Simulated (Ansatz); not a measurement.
# Cl₃GeHO: a ladder of functionals and wavefunction methods

The task here is to estimate one member of a computed series from the others.

Method: functionals in def2-TZVPP, the program's frozen cores in correlated methods; program: Ansatz 0.2.0, Gaussian basis.

Plan: LDA (SPW92), PBE-D4, revPBE-D4, BLYP-D4, r2SCAN-D4, B97M-V, PBE0-D4, B3LYP-D4, r2SCANh-D4, r2SCAN0-D4, HSE06-D4, BHLYP-D4, CAM-B3LYP-D4, LC-ωPBE, ωB97X-V, ωB97M-V, B2PLYP, PBE-QIDH; CCSD(T)/def2-SVP; CCSD(T)/def2-TZVPP; MP2/def2-QZVPP; extrapolation to the limit; RPA on PBE.

**The geometry**

All runs share one geometry, relaxed beforehand with PBE0-D4 in a triple-zeta def2 set.

SMILES `[OH][Ge]([Cl])([Cl])[Cl]`, 6 atoms, charge 0, spin multiplicity 1.

Atoms are counted from 1 here; the program's logs count them from 0.

Bond lengths: O1–Ge2 1.746 Å, O1–H6 0.962 Å, Ge2–Cl3 2.124 Å, Ge2–Cl4 2.124 Å, Ge2–Cl5 2.108 Å. Angles: Ge2–O1–H6 112.9°, O1–Ge2–Cl3 110.9°, O1–Ge2–Cl4 110.9°, O1–Ge2–Cl5 106.2°, Cl3–Ge2–Cl4 108.1°, Cl3–Ge2–Cl5 110.4°, Cl4–Ge2–Cl5 110.4°.

Coordinates:

```mol
Cl3GeHO
  3D, bonds by distance, orders not assigned

  6  5  0  0  0  0  0  0  0  0999 V2000
   -0.9553    0.5263    0.9489 O   0  0
    0.2194    0.0420   -0.2490 Ge  0  0
    1.8827   -0.9138    0.6634 Cl  0  0
   -0.6349   -1.3130   -1.6442 Cl  0  0
    0.8298    1.8100   -1.2211 Cl  0  0
   -1.2997   -0.2155    1.4559 H   0  0
  1  2  8  0
  2  3  8  0
  2  4  8  0
  2  5  8  0
  1  6  8  0
M  END
```

The first run:

The input, in.yaml:

```yaml
crystal:
  periodic: [false, false, false]
  atoms:
    - {symbol: O, position_ang: [-0.955284, 0.526339, 0.948905]}
    - {symbol: Ge, position_ang: [0.219384, 0.042038, -0.249001]}
    - {symbol: Cl, position_ang: [1.882665, -0.913843, 0.663393]}
    - {symbol: Cl, position_ang: [-0.634881, -1.313008, -1.644224]}
    - {symbol: Cl, position_ang: [0.829801, 1.810021, -1.221072]}
    - {symbol: H, position_ang: [-1.299683, -0.215548, 1.455900]}
basis:
  gaussian: {orbitals: def2-TZVPP}
hamiltonian: {xc: lda}
output: {orbitals: {seedname: orbitals}}
```

Command:

```bash
$ ansatz run in.yaml --threads 4 --pin off --events-out ev --progress --plain --max-ram 10444MiB
```

Among the steps run: LDA; PBE-D4 (GGA); revPBE-D4 (GGA); BLYP-D4 (GGA); r2SCAN-D4 (meta-GGA); B97M-V (meta-GGA); B3LYP-D4 (hybrid); r2SCANh-D4 (hybrid); r2SCAN0-D4 (hybrid); HSE06-D4 (hybrid); BHLYP-D4 (hybrid); CAM-B3LYP-D4 (range-separated); LC-ωPBE (range-separated); ωB97X-V (range-separated); ωB97M-V (range-separated); B2PLYP (double hybrid); PBE-QIDH (double hybrid).

One of the session's tables, all rows but one given; the rest of the session is left out.

It belongs to the step «Orbital energies across the functionals». 

```
  functional  HOMO (eV)  LUMO (eV)  gap (eV)
 LDA (SPW92)      -8.15      -2.99      5.16
      PBE-D4      -7.99      -2.68      5.31
   revPBE-D4          ?          ?         ?
     BLYP-D4      -7.83      -2.62      5.20
   r2SCAN-D4      -8.41      -2.43      5.98
      B97M-V      -8.49      -2.31      6.18
     PBE0-D4      -9.50      -1.67      7.83
    B3LYP-D4      -9.20      -2.00      7.19
  r2SCANh-D4      -8.96      -2.07      6.89
  r2SCAN0-D4      -9.76      -1.52      8.24
    HSE06-D4      -9.10      -2.05      7.05
    BHLYP-D4     -10.80      -0.61     10.19
CAM-B3LYP-D4     -10.88      -0.64     10.24
     LC-ωPBE     -12.36       0.65     13.02
     ωB97X-V     -11.95       0.56     12.52
     ωB97M-V     -11.77       0.41     12.18
```

Estimate the missing values for revPBE-D4.

As computed: HOMO (eV): -7.93; LUMO (eV): -2.56; gap (eV): 5.37. In the column «HOMO (eV)» it lies between PBE-D4 (-7.99) and BLYP-D4 (-7.83).
